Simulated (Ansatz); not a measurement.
# TiRe: properties at the relaxed cell

An exercise on one series of results from a longer session: the logs are not shown, and one member is left open.

Computed with Ansatz 0.2.0 (DFT r2SCAN, scalar-relativistic, plane waves, PAW, unless a step's input says otherwise).

1 further run of the same task is left out (set aside as unsound or not needed).

## The starting structure

Symmetry: Pm-3m, No. 221, cubic system. Conventional cell: a = 3.103 Å, b = 3.103 Å, c = 3.103 Å, α = 90.00°, β = 90.00°, γ = 90.00°. Ti (site symmetry m-3m) is surrounded by 8 Re at 2.69 Å. Re (site symmetry m-3m) is surrounded by 8 Ti at 2.69 Å.

As a file:

```cif
data_structure
_symmetry_space_group_name_H-M 'P 1'
_symmetry_Int_Tables_number 1
_cell_length_a 3.1035
_cell_length_b 3.1035
_cell_length_c 3.1035
_cell_angle_alpha 90.000
_cell_angle_beta 90.000
_cell_angle_gamma 90.000
_cell_volume 29.89
loop_
_atom_site_label
_atom_site_type_symbol
_atom_site_fract_x
_atom_site_fract_y
_atom_site_fract_z
_atom_site_occupancy
Ti1 Ti 0.50000 0.50000 0.50000 1
Re1 Re 0.00000 0.00000 0.00000 1
```

This cell was relaxed beforehand with the same method: volume 14.95 Å³/atom, gap on the mesh none (metal).

The first run:

Contents of input.yaml:

```yaml
crystal:
  lattice:
    - [3.1034769899, 0.0, 0.0]
    - [0.0, 3.1034769899, 0.0]
    - [0.0, 0.0, 3.1034769899]
  atoms:
    - { symbol: Ti, position: [0.5, 0.5, 0.5] }
    - { symbol: Re, position: [0.0, 0.0, 0.0] }
basis:
  ecutwfc: 500
kpoints:
  mp_grid: { grid: [14, 14, 14] }
  band_path:
    path:
      - [[0.0, 0.0, 0.0], [0.0, 0.5, 0.0], [0.5, 0.5, 0.0], [0.0, 0.0, 0.0], [0.5, 0.5, 0.5], [0.0, 0.5, 0.0]]
      - [[0.5, 0.5, 0.5], [0.5, 0.5, 0.0]]
    npoints: 14
hamiltonian:
  xc: r2scan
scf:
  occupations: { method: gaussian, width: 0.1 }
  n_extra_bands: 6
output:
  forces: true
  stress: true
  eigenvalues: true
  populations: true
  dos: { projected: true, de: 0.02, nscf_kmesh: { grid: [21, 21, 21] } }
  bader: true
  write_density: true
  write_potential: true
  elf: true
  volumetric_format: npy
```

On the command line:

```bash
> ansatz run input.yaml --threads 1 --pin off --max-ram 2560MiB --backend cpu --events-out ev --progress --plain --runs-dir out
```

Steps of the session up to this table: Static run: bands, density of states and charges; Volume × 0.97; Volume × 1.03; Volume × 0.94; The cell scaled to 1.06 of its volume.

One of the session's tables, all rows but one given; the rest of the session is left out.

It belongs to the step «Equation of state». 

| volume (Å³/atom) | energy above the lowest point (meV/atom) | pressure (GPa) |
| --- | --- | --- |
| 14.049 | 44.4 | 16.85 |
| 14.497 | ? | ? |
| 14.946 | 0.0 | -0.01 |
| 15.394 | 9.8 | -6.69 |
| 15.842 | 37.0 | -12.44 |

Q: Estimate the row for volume (Å³/atom) = 14.497 from the others.

Worked estimate for «energy above the lowest point (meV/atom)». A straight line through the neighbours (14.049, 44.4) and (14.946, 0.0) gives 44.4 + (0.0 − 44.4) × (14.497 − 14.049) / (14.946 − 14.049) = 22.2; a parabola fitted to 3 rows on both sides gives 11.6.

As computed: energy above the lowest point (meV/atom): 10.4; pressure (GPa): 7.78. In «energy above the lowest point (meV/atom)» the line misses by +11.8 and the parabola by +1.2.
